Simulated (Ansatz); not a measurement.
# AlBH5NO, SMILES NB[O][AlH2]: a ladder of methods at one geometry

With Ansatz's Python interface.

`albh5no.xyz`
```text
9

N     0.39700    1.55960   -0.78810
B     0.67270    0.11530   -0.76930
O    -0.42970   -0.87340   -0.74500
Al   -0.54030   -1.28980    1.04080
H    -0.29740    1.75130   -1.62230
H    -0.18530    1.83950    0.06950
H     1.82640   -0.23160   -0.87310
H     0.27050   -2.47440    1.68210
H    -1.62510   -0.44270    1.98830
```

Interactive session:
```pycon
>>> from pathlib import Path
>>> import ansatz as az
>>> import numpy as np
>>> molecule = az.Crystal.molecule_from_extxyz("albh5no.xyz")
>>> calc = molecule.calculation().basis(gaussian="cc-pVDZ").scf(lower_state_search="standard")
>>> print("functional    E (Ha)        dipole (D)   HOMO (eV)  LUMO (eV)")
functional    E (Ha)        dipole (D)   HOMO (eV)  LUMO (eV)
>>> for name in ["hf", "lda", "revpbe", "r2scan", "hse06"]:
...     rep = calc.functional(name).forces().orbitals().run(runs_dir="runs").report
...     lines = Path(rep["orbitals_path"]).read_text().splitlines()
...     field_of = lambda key: [line.split("=")[1].strip() for line in lines if line.startswith(key)]
...     orbitals = [(27.211386 * float(e), s, float(n)) for e, s, n in zip(field_of("Ene="), field_of("Spin="), field_of("Occup="))]
...     homo = max(e for e, _, n in orbitals if n > 0.5)
...     lumo = min(e for e, _, n in orbitals if n < 0.5)
...     dipole = 4.803205 * np.linalg.norm(rep["charge_distribution"]["dipole_moment_e_ang"])
...     print(f"{name:10s} {rep['free_energy_ev'] / 27.211386246:14.6f} {dipole:9.3f} {homo:11.3f} {lumo:10.3f}")
...
hf            -398.886704     1.354     -11.153      0.848
lda           -397.945785     1.371      -5.776     -3.162
revpbe        -400.214075     1.255      -5.620     -2.809
r2scan        -400.203229     1.283      -6.013     -2.645
hse06         -400.002601     1.334      -6.818     -2.465
```

Reading the output:
- The settings weren't tested for convergence.
- The geometry is a force-field or estimated start, not a minimum of this method, and the basis set is short of its limit. A lower total doesn't mark the better method: functionals have no common bound, and MP2 and coupled cluster aren't variational.
- Levels such as HOMO and LUMO are orbital energies: with these approximate functionals they aren't the ionisation energy and electron affinity, and their gap isn't the fundamental gap.
- For Al to Cl the sets with a tight d function, cc-pV(X+d)Z, are usual.
- hse06 follows the composition of plane-wave codes, whose totals differ by tens of mHa, up to about 0.1 Ha, from the form usual in Gaussian-basis programs (wpbeh).
- Run time: 14 s on 1 thread of Arm Neoverse V1, on a shared host, peak memory 0.24 GiB.
